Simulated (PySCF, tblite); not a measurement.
# C4H6BF3Si: geometry, infrared bands and NMR shifts

Wanted: the infrared bands and NMR shifts of C4H6BF3Si (`FB(F)C1=C(F)[C@H]1C[SiH3]`), by calculation.

Computed with tblite 0.8.0 and PySCF 2.14.0, with density-fitted response routines of our own, on a single molecule in the gas phase. Atoms are numbered from 0 throughout.

### 1 Starting geometry

15 atoms, charge 0, multiplicity 1; geometry from: force field or distance geometry start.

Bonds of the start (Å): F0–B1 1.46, B1–F2 1.43, B1–C3 1.55, C3–C4 1.46, C4–F5 1.35, C4–C6 1.41, C6–C7 1.53, C7–Si8 1.87, C6–C3 1.40, C6–H9 1.10, C7–H10 1.10, C7–H11 1.12, Si8–H12 1.48, Si8–H13 1.47, Si8–H14 1.47.

### 2 Optimising the geometry with GFN2-xTB

What the job is given:

```
{"job": {"kind": "relax", "xc": "GFN2-xTB", "basis": "xTB"}, "charge": 0, "multiplicity": 1}
F      3.500000     1.035900     0.990000
B      2.231800     1.101300     0.268600
F      1.775100     2.350000    -0.251300
C      1.387600    -0.190300     0.078300
C      1.191900    -1.626000     0.293800
F      1.608900    -2.818000     0.775400
C      0.249800    -0.848400    -0.408200
C     -1.028800    -0.595200     0.392300
Si    -1.964100     0.841900    -0.346900
H      0.213900    -1.033900    -1.494900
H     -0.840100    -0.384000     1.460200
H     -1.685600    -1.503200     0.327100
H     -3.226400     1.047600     0.405800
H     -1.140400     2.058200    -0.259500
H     -2.278000     0.572200    -1.756500
```

Launch:

```console
$ OMP_NUM_THREADS=1 python probes_run.py task.json out
```

This one command runs all jobs of the session in turn.

**Question.** This job is followed by: GFN2-xTB harmonic vibrations, gas phase; GIAO PBE0/pcSseg-1 NMR shielding, non-relativistic, gas phase. What will the session give for the following? strongest single infrared mode (GFN2-xTB); zero-point energy (GFN2-xTB); ¹³C shifts against TMS (PBE0/pcSseg-1); ¹H shifts against TMS (PBE0/pcSseg-1, means over atoms taken as alike); ¹⁹F shifts against CFCl3 (PBE0/pcSseg-1, means over atoms taken as alike); ¹¹B shifts against BF3·OEt2 (PBE0/pcSseg-1); ²⁹Si shifts against TMS (PBE0/pcSseg-1).

**Answer**, as computed:

| quantity | value |
| --- | --- |
| strongest single infrared mode (GFN2-xTB) | 1896 cm⁻¹, 475 km/mol |
| zero-point energy (GFN2-xTB) | 56.4 kcal/mol |
| ¹³C shifts against TMS (PBE0/pcSseg-1) | 193.5, 84.3, 34.5, 20.1 ppm |
| ¹H shifts against TMS (PBE0/pcSseg-1, means over atoms taken as alike) | 4.00, 2.61, 1.57, 0.28 ppm |
| ¹⁹F shifts against CFCl3 (PBE0/pcSseg-1, means over atoms taken as alike) | -80.6, -87.8 ppm |
| ¹¹B shifts against BF3·OEt2 (PBE0/pcSseg-1) | 18.7 ppm |
| ²⁹Si shifts against TMS (PBE0/pcSseg-1) | -74.3 ppm |

**Reading.** The optimisation took 67 steps and gained 1.801 eV; among the close pairs (by a distance rule), C3–C4 changed most, from 1.465 to 1.314 Å. All 39 modes are real, so the xTB geometry is a minimum. The strongest single mode, at 1896 cm⁻¹, moves mainly C4 and C3. Unscaled tight-binding wavenumbers are off by several per cent, some by more. Its intensities can rank the bands wrongly. At PBE0/pcSseg-1: Shielding is most anisotropic at F5 (span 431 ppm, paramagnetic term -212 ppm).
